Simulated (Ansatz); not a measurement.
# ZrC+ (quartet): wave-function methods side by side, def2-SVP

Aim: climb from Hartree-Fock through coupled cluster for ZrC+ (quartet) at one geometry and basis, and see what each rung misses.

The runs use Ansatz 0.2.0, Gaussian basis; def2-SVP, core rule «outside noble gas», up to 5 orbitals frozen.

To be run: UHF; CCSD(T) on ROHF; CCSD(T) on UHF; CISD as a restricted active space (open shells left free, so some higher excitations enter); CCSDT(Q) on ROHF; CCSDT(Q) on UHF; CISDTQ; CCSDTQ on ROHF; CCSDTQ on UHF; Full CI.

10 further runs of the same task are left out: 6 for a known fault of the program, 1 that didn't finish, 3 set aside as unsound or not needed. Runs told in other sessions of the task aren't counted.

**1. The geometry**

The geometry is a PBE0/def2-TZVP stationary point (not a proven minimum). No spin-orbit coupling is included. Elements past krypton take def2 core potentials.

2 atoms, charge 1, spin multiplicity 4.

Atoms are counted from 1 here; the program's logs count them from 0.

Bond lengths: Zr1–C2 1.897 Å.

Coordinates:

```
Zr    0.00000    0.00000    0.00000
C     0.00000    0.00000    1.89700
```

**2. UHF**

in.yaml reads:

```yaml
crystal:
  periodic: [false, false, false]
  atoms:
    - {symbol: Zr, position_ang: [0.000000, 0.000000, 0.000000]}
    - {symbol: C, position_ang: [0.000000, 0.000000, 1.897000]}
basis:
  gaussian: {orbitals: def2-SVP}
total_charge: 1
magnetization: {spin_polarized: true, initial_magnetization: 3}
hamiltonian: {xc: hf}
output: {orbitals: {seedname: orbitals}}
```

On the command line:

```sh
$ ansatz run in.yaml --threads 1 --pin off --events-out ev --progress --plain --max-ram 4160MiB --backend cpu
```

Further steps of the session: CCSD(T) on ROHF; CCSD(T) on UHF; CISD as a restricted active space (open shells left free, so some higher excitations enter); CCSDT(Q) on ROHF; CCSDT(Q) on UHF; CISDTQ; CCSDTQ on ROHF; CCSDTQ on UHF; Full CI.

Before running them: what should the planned runs give, taken together? Wanted: FCI from the RHF energy; RMP2 from FCI; UMP2 from FCI; RCCSD from FCI; RCCSD(T) from FCI; UCCSD(T) from FCI; RCCSDT(Q) from FCI; UCCSDT(Q) from FCI; T1 diagnostic.

The runs gave:

| quantity | value |
| --- | --- |
| FCI from the ROHF energy | -4.8549 eV |
| RMP2 from FCI | +78.3 kJ/mol |
| UMP2 from FCI | +129.7 kJ/mol |
| RCCSD from FCI | +35.6 kJ/mol |
| RCCSD(T) from FCI | +9.4 kJ/mol |
| UCCSD(T) from FCI | +6.5 kJ/mol |
| RCCSDT(Q) from FCI | +1.7 kJ/mol |
| UCCSDT(Q) from FCI | -2.8 kJ/mol |
| levels within 1 kcal/mol (43 meV) | UCCSDT, RCCSDT(Q), UCCSDT(Q), RCCSDTQ, UCCSDTQ |
| T1 diagnostic | 0.055 |
| effectively unpaired electrons | 3.37 |

**Reading.** RCCSD(T) lands +9.4 kJ/mol from the yardstick (2.0 % of the correlation energy). CCSD(T) misses by +9.4 kJ/mol on the restricted determinant and by +6.5 kJ/mol on the unrestricted one; the two need not hold the same state or core. UCCSDT(Q), UCCSDTQ fall below full CI: unrestricted runs freeze a spin-polarised core, another one than full CI's, and coupled cluster isn't variational. The occupations show static correlation (3.37 effectively unpaired electrons where one determinant has 3). These misses are within one basis, not against nature; the frozen cores of restricted and unrestricted runs differ, which can shift their rows.

Levels on UHF freeze UHF's core orbitals, full CI those of ROHF, so the U rows can settle a little off it for that reason alone.
